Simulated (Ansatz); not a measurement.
**CH4AlI: small, medium and large basis sets**

Aim: see how fast density functionals converge with the basis set for CH4AlI.

Method: one geometry, several basis sets; program: Ansatz 0.2.0, Gaussian basis.

Plan: PBE0-D4/def2-SVP; ωB97M-V/def2-SVP; PBE0-D4/def2-QZVPP; ωB97M-V/def2-QZVPP; the functionals' def2-TZVPP values are taken from earlier runs.

## Step 1: The geometry

All runs share one geometry, relaxed beforehand with PBE0-D4 in a triple-zeta def2 set. I takes the def2 core potential; no spin-orbit term is included.

SMILES `[CH3][AlH][I]`, 7 atoms, charge 0, spin multiplicity 1.

Atoms are counted from 1 here; the program's logs count them from 0.

Bond lengths: C1–Al2 1.940 Å, C1–H4 1.095 Å, C1–H5 1.091 Å, C1–H6 1.095 Å, Al2–I3 2.483 Å, Al2–H7 1.580 Å. Angles: Al2–C1–H4 110.3°, Al2–C1–H5 112.7°, Al2–C1–H6 110.3°, H4–C1–H5 108.4°, H4–C1–H6 106.7°, H5–C1–H6 108.3°, C1–Al2–I3 119.5°, C1–Al2–H7 124.3°, I3–Al2–H7 116.2°.

## Step 2: PBE0-D4 in def2-SVP

in.yaml reads:

```yaml
crystal:
  periodic: [false, false, false]
  atoms:
    - {symbol: C, position_ang: [-0.777628, 0.466760, -0.320613]}
    - {symbol: Al, position_ang: [0.911292, -0.360690, 0.156427]}
    - {symbol: I, position_ang: [0.961386, -2.112639, 1.915089]}
    - {symbol: H, position_ang: [-0.727610, 1.549637, -0.165599]}
    - {symbol: H, position_ang: [-1.615880, 0.075197, 0.257835]}
    - {symbol: H, position_ang: [-0.989986, 0.311423, -1.383612]}
    - {symbol: H, position_ang: [2.299526, 0.002311, -0.505328]}
basis:
  gaussian: {orbitals: def2-SVP}
hamiltonian: {xc: pbe0, dispersion: d4}
output: {orbitals: {seedname: orbitals}}
```

The runs that follow: ωB97M-V in def2-SVP; PBE0-D4 in def2-QZVPP; ωB97M-V in def2-QZVPP.

**Question.** What will the summary of the whole plan be? Wanted: PBE0-D4: double and triple zeta above quadruple; ωB97M-V: double and triple zeta above quadruple.

As calculated:

| quantity | value |
| --- | --- |
| PBE0-D4: double and triple zeta above quadruple | 4.10, 0.30 eV |
| ωB97M-V: double and triple zeta above quadruple | 4.20, 0.29 eV |

PBE0-D4 gains 3.80 eV from double to triple zeta, then 0.30 eV more. Total energies overstate the basis error of differences, where much of it tends to cancel.
